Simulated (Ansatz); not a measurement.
**C2H4BN: vertical ionisation energy**

One table from this session's results is given with a row withheld; the runs are named, their logs left out.

Program: Ansatz 0.2.0, Gaussian basis. Level of theory: unrestricted cation, the program's frozen cores in correlated methods. These are calculated values, not measurements.

The runs, in order: UKS PBE-D4/def2-TZVPP; UKS r2SCAN-D4/def2-TZVPP; UKS PBE0-D4/def2-TZVPP; UKS B3LYP-D4/def2-TZVPP; UKS wB97X-V/def2-TZVPP; UKS wB97M-V/def2-TZVPP; UKS B2PLYP/def2-TZVPP; UHF-CCSD(T)/def2-TZVPP; UHF-MP2/def2-QZVPP; extrapolation to the limit; then −ε(HOMO) from the neutral's earlier runs with LDA (SPW92), PBE-D4, revPBE-D4, BLYP-D4, r2SCAN-D4, B97M-V, PBE0-D4, B3LYP-D4, r2SCANh-D4, r2SCAN0-D4, HSE06-D4, BHLYP-D4, CAM-B3LYP-D4, LC-ωPBE, ωB97X-V, ωB97M-V.

### The relaxed structure

An earlier PBE0-D4 in a triple-zeta def2 set relaxation fixed the geometry.

SMILES `CBC#N`, 8 atoms, charge 0, spin multiplicity 1.

Atoms are counted from 1 here; the program's logs count them from 0.

Bond lengths: C1–B2 1.547 Å, C1–H5 1.098 Å, C1–H6 1.089 Å, C1–H7 1.098 Å, B2–C3 1.537 Å, B2–H8 1.193 Å, C3–N4 1.153 Å. Angles: B2–C1–H5 109.5°, B2–C1–H6 114.6°, B2–C1–H7 109.6°, H5–C1–H6 109.2°, H5–C1–H7 104.2°, H6–C1–H7 109.2°, C1–B2–C3 119.6°, C1–B2–H8 124.2°, C3–B2–H8 116.2°, B2–C3–N4 179.9°.

The first run:

Input file in.yaml:

```yaml
crystal:
  periodic: [false, false, false]
  atoms:
    - {symbol: C, position_ang: [-0.712239, 0.690618, -0.242096]}
    - {symbol: B, position_ang: [-0.017537, -0.506960, 0.447712]}
    - {symbol: C, position_ang: [1.412660, -0.893276, 0.039759]}
    - {symbol: N, position_ang: [2.486105, -1.185124, -0.264617]}
    - {symbol: H, position_ang: [-0.733763, 0.527333, -1.327239]}
    - {symbol: H, position_ang: [-1.722563, 0.892878, 0.109051]}
    - {symbol: H, position_ang: [-0.099678, 1.592669, -0.116848]}
    - {symbol: H, position_ang: [-0.520684, -1.175238, 1.298476]}
basis:
  gaussian: {orbitals: def2-TZVPP}
total_charge: 1
magnetization: {spin_polarized: true, initial_magnetization: 1}
hamiltonian: {xc: pbe, dispersion: d4}
```

Steps of the session up to this table: Cation, UKS PBE-D4/def2-TZVPP; Cation, UKS r2SCAN-D4/def2-TZVPP; Cation, UKS PBE0-D4/def2-TZVPP; Cation, UKS B3LYP-D4/def2-TZVPP; Cation, UKS wB97X-V/def2-TZVPP; Cation, UKS wB97M-V/def2-TZVPP; Cation, UKS B2PLYP (frozen core)/def2-TZVPP; Cation, UHF-CCSD(T)/def2-TZVPP; Cation, UHF-MP2/def2-QZVPP.

One of the session's tables, all rows but one given; the rest of the session is left out.

Orbital estimates, from the neutral's runs:

```
  functional  −ε(HOMO) (eV)
 LDA (SPW92)           8.21
      PBE-D4           8.07
   revPBE-D4              ?
     BLYP-D4           7.96
   r2SCAN-D4           8.36
      B97M-V           8.37
     PBE0-D4           9.44
    B3LYP-D4           9.22
  r2SCANh-D4           8.87
  r2SCAN0-D4           9.63
    HSE06-D4           9.04
    BHLYP-D4          10.71
CAM-B3LYP-D4          10.88
     LC-ωPBE          12.30
     ωB97X-V          11.88
     ωB97M-V          11.74
```

Estimate the missing values for revPBE-D4.

As computed: −ε(HOMO) (eV): 8.02. In the column «−ε(HOMO) (eV)» it lies between BLYP-D4 (7.96) and PBE-D4 (8.07).
